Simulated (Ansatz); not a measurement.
# ZnB: what a guessed cell relaxes into

The task: take a trial cell of ZnB to zero force and stress.

Program: Ansatz 0.2.0. Level of theory: DFT PBE, scalar-relativistic, plane waves, PAW. These are calculated values, not measurements.

### Step 1. The system as given

The structure is tetragonal, space group P4/mmm (No. 123). The conventional cell has a = 2.809 Å, b = 2.809 Å, c = 3.281 Å, α = 90.00°, β = 90.00°, γ = 90.00°. Zn (site symmetry 4/mmm) has 8 B at 2.58 Å and 4 Zn at 2.81 Å as nearest neighbours. Around B (site symmetry 4/mmm) lie 8 Zn at 2.58 Å.

Structure file:

```
CELL_PARAMETERS angstrom
2.80932 0.00000 0.00000
0.00000 2.80932 0.00000
0.00000 0.00000 3.28138
ATOMIC_POSITIONS crystal
Zn 0.50000 0.50000 0.50000
B 0.00000 0.00000 0.00000
```

A structure generator made this guess: species swapped into a database cell of ZrIr (P4/mmm, No. 123), with Zn on the Zr sites and B on the Ir sites. Lengths come from tabulated atomic sizes and are only a guess.

### Step 2. A first look at the guess

input.yaml reads:

```yaml
crystal:
  lattice:
    - [2.80932369, 0.0, 0.0]
    - [0.0, 2.80932369, 0.0]
    - [0.0, 0.0, 3.28137627]
  atoms:
    - { symbol: Zn, position: [0.5, 0.5, 0.5] }
    - { symbol: B, position: [0.0, 0.0, 0.0] }
basis:
  ecutwfc: 420
kpoints:
  mp_grid: { grid: [6, 6, 6] }
hamiltonian:
  xc: pbe
scf:
  occupations: { method: gaussian, width: 0.1 }
  lower_state_search: "off"
output:
  forces: true
  stress: true
  eigenvalues: true
```

Run with:

```sh
$ ansatz run input.yaml --threads 1 --pin off --max-ram 2048MiB --backend cpu --events-out ev --progress --plain --runs-dir out
```

Further runs follow: a loose first relaxation; relaxation on the finer mesh.

**Question.** What will these runs give? Wanted: conventional cell; volume; energy over the elements; gap on the mesh.

As calculated:

| quantity | value |
| --- | --- |
| symmetry at the end (tolerance 0.05 Å) | space group P4/mmm (No. 123) |
| conventional cell | a = 2.505 Å, b = 2.505 Å, c = 3.393 Å, α = 90.00°, β = 90.00°, γ = 90.00° |
| volume | 10.65 Å³/atom |
| energy over the elements | +1.14 eV/atom |
| gap on the mesh | none (metal) |

The space group P4/mmm (No. 123) is kept, and the volume per atom shrinks by 17.8 % from the first guess. With a positive formation energy it can't be a ground state. No finished test with a distortion of lower symmetry is shown, so the end may be a saddle point.
